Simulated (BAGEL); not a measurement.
# PBE0/cc-pVDZ (density fitting with qzvpp-jkfit) run of GeSiH6O (SMILES [OH][GeH2][SiH3])

What is the energy change on altering one bond length of GeSiH6O at PBE0/cc-pVDZ (density fitting with qzvpp-jkfit)? 

The results are computed with BAGEL 1.2.2.

2 further runs of the same task are left out: 1 that didn't finish, 1 set aside as unsound or not needed. Runs told in other sessions of the task aren't counted.

## (1) Starting point

The species is GeSiH6O (9 atoms), meant as a singlet with charge 0. SMILES: `[OH][GeH2][SiH3]`. Geometry: relaxed at PBE0-D4/def2-TZVP. This is one conformer, not always the lowest.

Bond lengths: O1–Ge2 1.791 Å, Ge2–Si3 2.389 Å, O1–H4 0.960 Å, Ge2–H5 1.546 Å, Ge2–H6 1.536 Å, Si3–H7 1.488 Å, Si3–H8 1.488 Å, Si3–H9 1.486 Å. Some angles: O1–Ge2–Si3 109.9°, O1–Ge2–H5 109.2°, O1–Ge2–H6 103.6°, Si3–Ge2–H5 111.3°, Si3–Ge2–H6 113.0°, Ge2–O1–H4 112.4°, Ge2–Si3–H7 110.2°, Ge2–Si3–H8 109.3°, Ge2–Si3–H9 110.4°, H5–Ge2–H6 109.6°.

## (2) The energy at PBE0/cc-pVDZ (density fitting with qzvpp-jkfit)

Input file dft.json:

```json
{ "bagel": [

{
  "title": "molecule",
  "basis": "cc-pvdz.json",
  "df_basis": "qzvpp-jkfit",
  "angstrom": true,
  "geometry": [
    { "atom": "O", "xyz": [      -1.665400,       1.003200,      -0.854800 ] },
    { "atom": "Ge", "xyz": [       0.086300,       0.899600,      -0.495500 ] },
    { "atom": "Si", "xyz": [       0.525800,      -1.010700,       0.870400 ] },
    { "atom": "H", "xyz": [      -1.973400,       0.267900,      -1.389000 ] },
    { "atom": "H", "xyz": [       0.873700,       0.832100,      -1.824400 ] },
    { "atom": "H", "xyz": [       0.388100,       2.226700,       0.215900 ] },
    { "atom": "H", "xyz": [       1.986000,      -1.132800,       1.128400 ] },
    { "atom": "H", "xyz": [       0.060100,      -2.236200,       0.166300 ] },
    { "atom": "H", "xyz": [      -0.192800,      -0.896100,       2.165800 ] }
  ]
},

{ "title": "ks", "xc_func": "pbe0" },

{ "title": "print", "file": "orbitals.molden", "orbitals": true }

]}
```

The basis set cc-pVDZ is read from a file made from the Basis Set Exchange's data (not shown).

On the command line:

```bash
$ BAGEL_NUM_THREADS=1 BAGEL dft.json > dft.out
```

The log of the run:

```text
* using 1 threads per process

  ===============================================================
  ===============================================================

  *** Geometry ***

  { "atom" : "O", "xyz" : [     -3.147150,      1.895773,     -1.615338 ] },
  { "atom" : "Ge", "xyz" : [      0.163083,      1.699998,     -0.936359 ] },
  { "atom" : "Si", "xyz" : [      0.993618,     -1.909946,      1.644818 ] },
  { "atom" : "H", "xyz" : [     -3.729186,      0.506258,     -2.624830 ] },
  { "atom" : "H", "xyz" : [      1.651054,      1.572441,     -3.447616 ] },
  { "atom" : "H", "xyz" : [      0.733403,      4.207853,      0.407992 ] },
  { "atom" : "H", "xyz" : [      3.752996,     -2.140682,      2.132367 ] },
  { "atom" : "H", "xyz" : [      0.113573,     -4.225806,      0.314261 ] },
  { "atom" : "H", "xyz" : [     -0.364339,     -1.693384,      4.092769 ] },

  Number of auxiliary basis functions:      579

  Since a DF basis is specified, we compute 2- and 3-index integrals:
    o Being stored without compression. Storage requirement is 0.037 GB

  Number of basis functions:       89
  Number of electrons      :       60

    * METHOD: MOLECULE                             0.29

  *** Kohn-Sham DFT ***

    * Removing 15147 points whose weight is below 1.00e-10
    * Grid points: 119007

  === Nuclear Repulsion ===
   271.6998212361

       - DIIS with orbital gradients will be used.

  === KS iteration (pbe0 / cc-pvdz.json) ===
      0      -2418.22513371          0.09968994           0.49
      1      -2298.07059178          0.19895346           0.48
      2      -2308.61161041          0.11460349           0.47
      3      -2393.12649883          0.07053488           0.48
      4      -2417.60752805          0.10369886           0.47
      5      -2430.44848556          0.06913719           0.48
      6      -2433.42758481          0.07052905           0.47
      7      -2442.21277263          0.04624085           0.48
      8      -2433.19591920          0.07221198           0.48
      9      -2409.60262630          0.15630616           0.48
     10      -2432.83894224          0.10835742           0.47
     11      -2444.42619522          0.02283547           0.48
     12      -2444.49479284          0.02174195           0.48
     13      -2444.70522629          0.01188092           0.48
     14      -2444.79046192          0.00715457           0.47
     15      -2444.83022547          0.00063037           0.48
     16      -2444.83053225          0.00012063           0.48
     17      -2444.83054723          0.00002691           0.48
     18      -2444.83054774          0.00001086           0.49
     19      -2444.83054781          0.00000428           0.48
     20      -2444.83054783          0.00000062           0.48
     21      -2444.83054783          0.00000034           0.48
     22      -2444.83054783          0.00000011           0.48
     23      -2444.83054783          0.00000002           0.48
     24      -2444.83054783          0.00000001           0.48
    * SCF iteration converged.

    * Permanent dipole moment:
           (   -0.259104,     0.450130,     0.176013) a.u.

    * METHOD: KS                                  12.63

    * METHOD: PRINT                                0.01

  ===============================================================
```

Run time: 13 s. Hardware: 1 thread of Intel Xeon 6975P-C (Granite Rapids), shared host; peak memory 0.54 GiB.

## (3) The distorted shape, same level

Input file calc.json:

```json
{ "bagel" : [

{
  "title" : "molecule",
  "basis" : "cc-pvdz.json",
  "df_basis" : "qzvpp-jkfit",
  "angstrom" : true,
  "geometry" : [
    { "atom" : "O", "xyz" : [   -1.295799,    1.885562,   -0.213759 ] },
    { "atom" : "Ge", "xyz" : [    0.455901,    1.781962,    0.145541 ] },
    { "atom" : "Si", "xyz" : [    0.895401,   -0.128338,    1.511441 ] },
    { "atom" : "H", "xyz" : [   -1.973400,    0.267900,   -1.389000 ] },
    { "atom" : "H", "xyz" : [    1.243301,    1.714462,   -1.183359 ] },
    { "atom" : "H", "xyz" : [    0.757701,    3.109062,    0.856941 ] },
    { "atom" : "H", "xyz" : [    2.355601,   -0.250438,    1.769441 ] },
    { "atom" : "H", "xyz" : [    0.429701,   -1.353838,    0.807341 ] },
    { "atom" : "H", "xyz" : [    0.176801,   -0.013738,    2.806841 ] }
  ]
},
{ "title" : "ks", "xc_func" : "pbe0" },
{ "title" : "print", "file" : "orbitals.molden", "orbitals" : true }

]}
```

The basis set cc-pVDZ is read from a file made from the Basis Set Exchange's data (not shown).

On the command line:

```bash
$ BAGEL_NUM_THREADS=1 BAGEL calc.json > calc.out
```

The log of the run:

```text
* using 1 threads per process

  ===============================================================
  ===============================================================

  *** Geometry ***

  { "atom" : "O", "xyz" : [     -2.448705,      3.563196,     -0.403946 ] },
  { "atom" : "Ge", "xyz" : [      0.861528,      3.367420,      0.275033 ] },
  { "atom" : "Si", "xyz" : [      1.692063,     -0.242524,      2.856210 ] },
  { "atom" : "H", "xyz" : [     -3.729186,      0.506258,     -2.624830 ] },
  { "atom" : "H", "xyz" : [      2.349498,      3.239864,     -2.236224 ] },
  { "atom" : "H", "xyz" : [      1.431847,      5.875276,      1.619384 ] },
  { "atom" : "H", "xyz" : [      4.451441,     -0.473259,      3.343759 ] },
  { "atom" : "H", "xyz" : [      0.812017,     -2.558383,      1.525653 ] },
  { "atom" : "H", "xyz" : [      0.334105,     -0.025961,      5.304161 ] },

  Number of auxiliary basis functions:      579

  Since a DF basis is specified, we compute 2- and 3-index integrals:
    o Being stored without compression. Storage requirement is 0.037 GB

  Number of basis functions:       89
  Number of electrons      :       60

    * METHOD: MOLECULE                             0.29

  *** Kohn-Sham DFT ***

    * Removing 14228 points whose weight is below 1.00e-10
    * Grid points: 119926

  === Nuclear Repulsion ===
   266.9040959967

       - DIIS with orbital gradients will be used.

  === KS iteration (pbe0 / cc-pvdz.json) ===
      0      -2418.29881438          0.09344925           0.54
      1      -2306.51722914          0.19336424           0.55
      2      -2309.11303719          0.09810674           0.56
      3      -2285.60330064          0.12296466           0.53
      4      -2434.42797539          0.08814623           0.49
      5      -2441.08972625          0.04493947           0.48
      6      -2437.73197309          0.07902064           0.48
      7      -2444.00933785          0.02838982           0.47
      8      -2443.78052271          0.02975140           0.49
      9      -2444.42094850          0.01738977           0.48
     10      -2444.58788595          0.00556011           0.49
     11      -2444.60811064          0.00500245           0.48
     12      -2444.63009889          0.00085044           0.50
     13      -2444.63057456          0.00031210           0.48
     14      -2444.63065035          0.00003129           0.49
     15      -2444.63065129          0.00000908           0.48
     16      -2444.63065137          0.00000512           0.48
     17      -2444.63065139          0.00000391           0.49
     18      -2444.63065140          0.00000137           0.48
     19      -2444.63065140          0.00000047           0.48
     20      -2444.63065140          0.00000021           0.49
     21      -2444.63065140          0.00000010           0.48
     22      -2444.63065140          0.00000006           0.48
     23      -2444.63065140          0.00000002           0.48
     24      -2444.63065140          0.00000001           0.48
     25      -2444.63065140          0.00000000           0.48
    * SCF iteration converged.

    * Permanent dipole moment:
           (   -0.329781,     0.445791,     0.157770) a.u.

    * METHOD: KS                                  13.50

    * METHOD: PRINT                                0.01

  ===============================================================
```

Run time: 14 s. Hardware: 1 thread of Intel Xeon 6975P-C (Granite Rapids), shared host; peak memory 0.54 GiB.

## (4) Results

Level: PBE0/cc-pVDZ (density fitting with qzvpp-jkfit).

| quantity | value |
| --- | --- |
| first shape: total energy | -2444.83055 Eh |
| first shape: dipole moment | 1.39 D |
| first shape: HOMO energy | -7.61 eV |
| first shape: LUMO energy | -0.10 eV |
| first shape: HOMO–LUMO gap | 7.51 eV |
| distorted shape: total energy | -2444.63065 Eh |
| distorted shape: dipole moment | 1.47 D |
| distorted shape: HOMO energy | -7.49 eV |
| distorted shape: LUMO energy | -4.81 eV |
| distorted shape: HOMO–LUMO gap | 2.68 eV |
| energy change with the O1–H4 bond stretched from 0.960 to 2.111 Å | 5.439 eV |

In words: One bond (distorted shape) is far stretched, which a spin-restricted single reference describes badly; a broken-symmetry solution may lie lower. With the O1–H4 bond stretched from 0.960 to 2.111 Å the energy rises by 5.44 eV (125 kcal/mol). The first shape isn't relaxed at this level, so the change isn't measured from a minimum. A restricted reference can't describe the breaking bond well at this length.
